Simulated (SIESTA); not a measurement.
InSn2Te3:

```
Te Sn In
1.0
     4.45970    0.00000    0.00000
    -2.22985    3.86222    0.00000
     0.00000    0.00000   11.00148
Te Sn In
3 2 1
Direct
  0.00000 0.00000 0.50000
  0.66667 0.33333 0.83424
  0.33333 0.66667 0.16576
  0.66667 0.33333 0.33133
  0.33333 0.66667 0.66867
  0.00000 0.00000 0.00000
```

The cell comes from a database or a generator and needn't be the stable form of this composition.

| Property | Result |
| --- | --- |
| Program | SIESTA 5.4.2 |
| Task | single point |
| Functional | PBEsol |
| Potentials or basis | PseudoDojo 0.4 standard (PBEsol files) |
| Basis | DZP (energy shift 0.003 Ry; two zetas on semicore shells) |
| Grid cutoff | 500 Ry |
| Energy shift | 0.003 Ry |
| k mesh | 7 × 7 × 3 |
| Occupations | fermi-dirac, width 0.05 eV |
| Spin | no spin polarisation |

On this cell: pressure -0.9 GPa; largest force 0.017 eV/Å; band gap on the k mesh none (metal or under the smearing width).

The same run follows on a disturbed copy (atoms moved at random, drawn with an rms of 0.05 Å):

```
CELL_PARAMETERS angstrom
4.45970 0.00000 0.00000
-2.22985 3.86222 0.00000
0.00000 0.00000 11.00148
ATOMIC_POSITIONS crystal
Te 0.99981 0.00278 0.50173
Te 0.66878 0.34485 0.83274
Te 0.32812 0.66736 0.16356
Sn 0.66218 0.34187 0.33125
Sn 0.32946 0.67173 0.66722
In 0.00255 0.00496 0.00127
```

Question: What does the disturbed cell give?

Answer: The energy (extrapolated to zero smearing) moves by +1.4 meV/atom; pressure -0.9 GPa; largest force 0.177 eV/Å; band gap on the k mesh none (metal or under the smearing width).

Forces on the atoms (eV/Å):
```
Te  -0.073  0.049 -0.154
Te   0.011 -0.088  0.039
Te   0.033  0.059  0.109
Sn   0.048 -0.052  0.031
Sn   0.038  0.021  0.098
In  -0.055  0.011 -0.123
```

Stress tensor (GPa, compression positive):
```
-0.89 -0.02  0.01
-0.02 -1.04 -0.11
 0.01 -0.11 -0.86
```

Caveats: the basis of atomic orbitals isn't converged, which shifts pressures, moduli and gaps.
